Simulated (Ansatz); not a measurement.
# C₃H₈MgO: basis-set convergence

An exercise on one series of results from a longer session: the logs are not shown, and one member is left open.

Program: Ansatz 0.2.0, Gaussian basis. Level of theory: one geometry, several basis sets. These are calculated values, not measurements.

The runs, in order: PBE0-D4/def2-SVP; ωB97M-V/def2-SVP; PBE0-D4/def2-QZVPP; ωB97M-V/def2-QZVPP; the functionals' def2-TZVPP values are taken from earlier runs.

**The geometry**

The geometry comes from an earlier relaxation with PBE0-D4 in a triple-zeta def2 set; it is a stationary point, not always the lowest conformer.

SMILES `C[CH2][Mg][O]C`, 13 atoms, charge 0, spin multiplicity 1.

Atoms are counted from 1 here; the program's logs count them from 0.

Bond lengths: C1–C2 1.530 Å, C1–H6 1.094 Å, C1–H7 1.094 Å, C1–H8 1.097 Å, C2–Mg3 2.090 Å, C2–H9 1.097 Å, C2–H10 1.097 Å, Mg3–O4 1.768 Å, O4–C5 1.375 Å, C5–H11 1.100 Å, C5–H12 1.100 Å, C5–H13 1.100 Å. Angles: C2–C1–H6 112.1°, C2–C1–H7 112.1°, C2–C1–H8 112.4°, H6–C1–H7 106.6°, H6–C1–H8 106.6°, H7–C1–H8 106.6°, C1–C2–Mg3 116.6°, C1–C2–H9 109.7°, C1–C2–H10 109.7°, Mg3–C2–H9 107.6°, Mg3–C2–H10 107.6°, H9–C2–H10 104.9°, C2–Mg3–O4 179.8°, Mg3–O4–C5 179.9°, O4–C5–H11 111.9°, O4–C5–H12 111.9°, O4–C5–H13 111.9°, H11–C5–H12 107.0° and more.

Set-up of the first run:

Contents of in.yaml:

```yaml
crystal:
  periodic: [false, false, false]
  atoms:
    - {symbol: C, position_ang: [-0.023139, 2.479640, 1.104520]}
    - {symbol: C, position_ang: [0.664698, 1.139382, 1.371894]}
    - {symbol: Mg, position_ang: [0.203834, -0.426504, 0.066174]}
    - {symbol: O, position_ang: [-0.181583, -1.755611, -1.034778]}
    - {symbol: C, position_ang: [-0.483214, -2.787205, -1.892394]}
    - {symbol: H, position_ang: [-1.113331, 2.399500, 1.153308]}
    - {symbol: H, position_ang: [0.217756, 2.875133, 0.113120]}
    - {symbol: H, position_ang: [0.267482, 3.250203, 1.828758]}
    - {symbol: H, position_ang: [1.753475, 1.273563, 1.358828]}
    - {symbol: H, position_ang: [0.433932, 0.802052, 2.390013]}
    - {symbol: H, position_ang: [0.070556, -3.704250, -1.641462]}
    - {symbol: H, position_ang: [-1.553366, -3.041705, -1.867467]}
    - {symbol: H, position_ang: [-0.236601, -2.538800, -2.935512]}
basis:
  gaussian: {orbitals: def2-SVP}
hamiltonian: {xc: pbe0, dispersion: d4}
output: {orbitals: {seedname: orbitals}}
```

Launch:

```console
$ ansatz run in.yaml --threads 4 --pin off --events-out ev --progress --plain --max-ram 10444MiB
```

Among the steps run: PBE0-D4 in def2-SVP; ωB97M-V in def2-SVP; PBE0-D4 in def2-QZVPP; ωB97M-V in def2-QZVPP.

One of the session's tables, all rows but one given; the rest of the session is left out.

It belongs to the step «Functionals by basis». 

| functional | basis | HOMO (eV) |
| --- | --- | --- |
| PBE0-D4 | def2-SVP | -6.71 |
| PBE0-D4 | def2-TZVPP | ? |
| PBE0-D4 | def2-QZVPP | -6.69 |
| ωB97M-V | def2-SVP | -8.93 |
| ωB97M-V | def2-TZVPP | -8.93 |
| ωB97M-V | def2-QZVPP | -8.92 |

Q: Estimate the row for PBE0-D4, def2-TZVPP from the others.

As computed: HOMO (eV): -6.70. In the column «HOMO (eV)» it lies between PBE0-D4, def2-SVP (-6.71) and PBE0-D4, def2-QZVPP (-6.69).
